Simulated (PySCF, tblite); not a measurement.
# C₄H₁₄BNSi: geometry, infrared bands and NMR shifts

Aim: predict the infrared bands and NMR shifts of C₄H₁₄BNSi (`[BH3-][N@H+](CC)[SiH2]C=C`).

Programs: tblite 0.8.0 and PySCF 2.14.0, with density-fitted response routines of our own. Each step states its level of theory. These are calculated values for one molecule in the gas phase, unless marked as measured. Atoms are numbered from 0 throughout.

## 1. The starting structure

21 atoms, charge 0, multiplicity 1; geometry from: force field or distance geometry start.

Bonds of the start (Å): B0–N1 1.53, N1–C2 1.41, C2–C3 1.52, N1–Si4 1.76, Si4–C5 1.83, C5–C6 1.34, B0–H7 1.19, B0–H8 1.17, B0–H9 1.20, N1–H10 1.04, C2–H11 1.12, C2–H12 1.12, C3–H13 1.11, C3–H14 1.11, C3–H15 1.09, Si4–H16 1.47, Si4–H17 1.47, C5–H18 1.07, C6–H19 1.09, C6–H20 1.09.

## 2. Optimising the geometry with GFN2-xTB

Job settings and geometry (Å):

```
{"job": {"kind": "relax", "xc": "GFN2-xTB", "basis": "xTB"}, "charge": 0, "multiplicity": 1}
B     -0.366600    -1.768400    -0.283300
N     -0.440400    -0.286700     0.090700
C     -1.755800     0.165700    -0.154500
C     -2.405400     0.811900     1.056900
Si     0.810200     0.602900    -0.775000
C      2.453000    -0.065900    -0.306100
C      3.339500     0.738600     0.304000
H      0.660700    -2.267200     0.059300
H     -0.528500    -1.854200    -1.443400
H     -1.321800    -2.277800     0.234100
H     -0.250900    -0.203100     1.112900
H     -1.842900     0.843000    -1.042900
H     -2.393400    -0.722300    -0.414100
H     -3.028900     0.068200     1.595900
H     -1.572600     1.077400     1.741800
H     -2.972600     1.702300     0.792400
H      0.804100     2.038800    -0.461600
H      0.709100     0.447400    -2.231600
H      2.672800    -1.092800    -0.523800
H      4.295900     0.278800     0.569000
H      3.125700     1.780100     0.542900
```

Launch:

```bash
$ OMP_NUM_THREADS=1 python probes_run.py task.json out
```

One launch serves the whole session: the jobs run in the order shown.

**Question.** This job is followed by: GFN2-xTB harmonic vibrations, gas phase; GIAO PBE0/pcSseg-1 NMR shielding, non-relativistic, gas phase. Predict these results of the whole session: strongest single infrared mode (GFN2-xTB); zero-point energy (GFN2-xTB); 13C shifts against TMS (PBE0/pcSseg-1); 1H shifts against TMS (PBE0/pcSseg-1, means over atoms taken as alike); 11B shifts against BF3·OEt2 (PBE0/pcSseg-1); 15N shifts against NH3 (PBE0/pcSseg-1); 29Si shifts against TMS (PBE0/pcSseg-1).

The runs gave:

```
                                                              quantity                                                           value
                             strongest single infrared mode (GFN2-xTB)                                           2407 cm⁻¹, 342 km/mol
                                          zero-point energy (GFN2-xTB)                                                  107.8 kcal/mol
                                13C shifts against TMS (PBE0/pcSseg-1)                                    146.6, 138.6, 48.7, 17.8 ppm
1H shifts against TMS (PBE0/pcSseg-1, means over atoms taken as alike)  6.68, 6.50, 6.22, 4.88, 4.69, 3.19, 2.54, 2.10, 1.38, 1.18 ppm
                           11B shifts against BF3·OEt2 (PBE0/pcSseg-1)                                                       -19.8 ppm
                                15N shifts against NH3 (PBE0/pcSseg-1)                                                        46.1 ppm
                               29Si shifts against TMS (PBE0/pcSseg-1)                                                       -27.8 ppm
```

**Reading.** The optimisation took 187 steps and gained 0.789 eV; among the close pairs (by a distance rule), B0–N1 changed most, from 1.530 to 1.671 Å. All 57 modes are real, so the xTB geometry is a minimum. The strongest single mode, at 2407 cm⁻¹, moves mainly H7. Unscaled tight-binding wavenumbers are off by several per cent, some by more. Its intensities can rank the bands wrongly. The most deshielded carbon is C6 (terminal =CH2 carbon), at 146.6 ppm: as expected for a trigonal carbon in a double bond. At PBE0/pcSseg-1: The widest tensor belongs to C6: span 259 ppm, with a paramagnetic part of -212 ppm.
